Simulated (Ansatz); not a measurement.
# Cr: the cost of one run

Method: DFT PBEsol, scalar-relativistic, plane waves, PAW, in Ansatz 0.2.0.

2 further runs of the same task are left out: 1 that didn't finish, 1 set aside as unsound or not needed.

**1. Starting point**

Symmetry: P6_3/mmc, No. 194, hexagonal system. The conventional cell has a = 2.457 Å, b = 2.457 Å, c = 4.395 Å, α = 90.00°, β = 90.00°, γ = 120.00°. Cr (site symmetry -6m2) is surrounded by 12 Cr at 2.46 to 2.62 Å.

As a file:

```
CELL_PARAMETERS angstrom
2.45667 0.00000 0.00000
-1.22833 2.12754 0.00000
0.00000 0.00000 4.39515
ATOMIC_POSITIONS crystal
Cr 0.00000 0.00000 0.00000
Cr 0.33333 0.66667 0.50000
```

The cell was made up by rule, so the compound may not exist in this form.

It is the result of an earlier relaxation at this level (volume 11.49 Å³/atom; gap on the mesh: none (metal)).

**2. Building the stacking ABAC (khkh)**

Close-packed layers are stacked in the order given (one atom a layer) and fully relaxed; h and k in a name mark layers with hexagonal and cubic surroundings. Energies count from the base stacking, -3348.7723 eV an atom.

The cell holds 4 Cr: a = 2.468 Å, b = 2.468 Å, c = 8.696 Å, α = 90.00°, β = 90.00°, γ = 120.00°.

**3. The relaxation run**

Input file input.yaml:

```yaml
crystal:
  lattice:
    - [2.4682702589, 0.0, 0.0]
    - [-1.2341351295, 2.1375847476, 0.0]
    - [0.0, 0.0, 8.6959820019]
  atoms:
    - { symbol: Cr, position: [0.0, 0.0, 0.0] }
    - { symbol: Cr, position: [0.3333333333, 0.6666666667, 0.25] }
    - { symbol: Cr, position: [0.0, 0.0, 0.5] }
    - { symbol: Cr, position: [0.6666666667, 0.3333333333, 0.75] }
basis:
  ecutwfc: 420
kpoints:
  mp_grid: { grid: [33, 33, 10] }
hamiltonian:
  xc: pbesol
scf:
  occupations: { method: gaussian, width: 0.1 }
output:
  forces: true
  stress: true
  eigenvalues: true
```

Command:

```sh
ansatz run input.yaml --threads 2 --pin off --max-ram 4096MiB --backend cpu --events-out ev --progress --plain --runs-dir out
```

What time and memory should one allow on 2 threads of Arm Neoverse V2, shared host?

About 15 s, with a peak of 0.9 GiB.
